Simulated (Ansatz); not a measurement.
Run this with Ansatz 0.2.0, Python API and show what comes out.

Script `bde_f2geh4si.py`:
```python
import ansatz as az


def energy_of(molecule, charge=0, unpaired=0):
    calc = (
        molecule.calculation()
        .basis(gaussian="def2-TZVP")
        .functional("pbe")
    )
    if charge:
        calc = calc.charge(charge)
    if unpaired:
        calc = calc.spin("collinear", total=unpaired)
    report = calc.run(threads=1, backend="cpu").report
    if report["published_state_doubts"]:
        print("  doubts:", report["published_state_doubts"])
    return report["free_energy_ev"]

def without(molecule, index):
    rest = az.Crystal.molecule()
    for i, site in enumerate(molecule.cartesian_sites):
        if i != index:
            rest = rest.atom(site.symbol, site.position_ang)
    return rest

geometry_ang = [
    ("F", [1.3063, -1.5271, 1.2853]),
    ("Si", [1.0959, -0.1365, 0.2728]),
    ("F", [1.9565, -0.3714, -1.1524]),
    ("Ge", [-1.0559, 0.1804, -0.2665]),
    ("H", [1.603, 1.0511, 0.9562]),
    ("H", [-1.9472, 0.4051, 1.0346]),
    ("H", [-1.6306, -1.0851, -0.9968]),
    ("H", [-1.2359, 1.4263, -1.1889]),
]
molecule = az.Crystal.molecule()
for symbol, xyz in geometry_ang:
    molecule = molecule.atom(symbol, xyz)

whole = energy_of(molecule, 0)
hydrogen = energy_of(az.Crystal.molecule().atom("H", (0, 0, 0)), 0, 1)
print(f"E(molecule) = {whole:.5f} eV, E(H) = {hydrogen:.5f} eV")
for index in [4, 7]:
    radical = energy_of(without(molecule, index), 0, 1)
    print(f"H{index}: homolysis {96.485332 * (radical + hydrogen - whole):.1f} kJ/mol")
```

```console
$ python bde_f2geh4si.py
E(molecule) = -69882.45658 eV, E(H) = -13.59523 eV
H4: homolysis 368.8 kJ/mol
H7: homolysis 344.4 kJ/mol
```

Notes:
- Total energies depend on the basis set; only differences at equal settings carry meaning.
- The geometry is a force-field or estimated start, not a minimum of this method, and the basis set is short of its limit. All parts are taken at fixed geometry, without zero-point energy.
- This functional overbinds, so such energies come out a few per cent too high (LDA far more).
- Finished in 16 s on 1 thread of Arm Neoverse V2 (shared host), peak memory 0.28 GiB.

(Lines on the test bed's own set-up are left out of the output.)
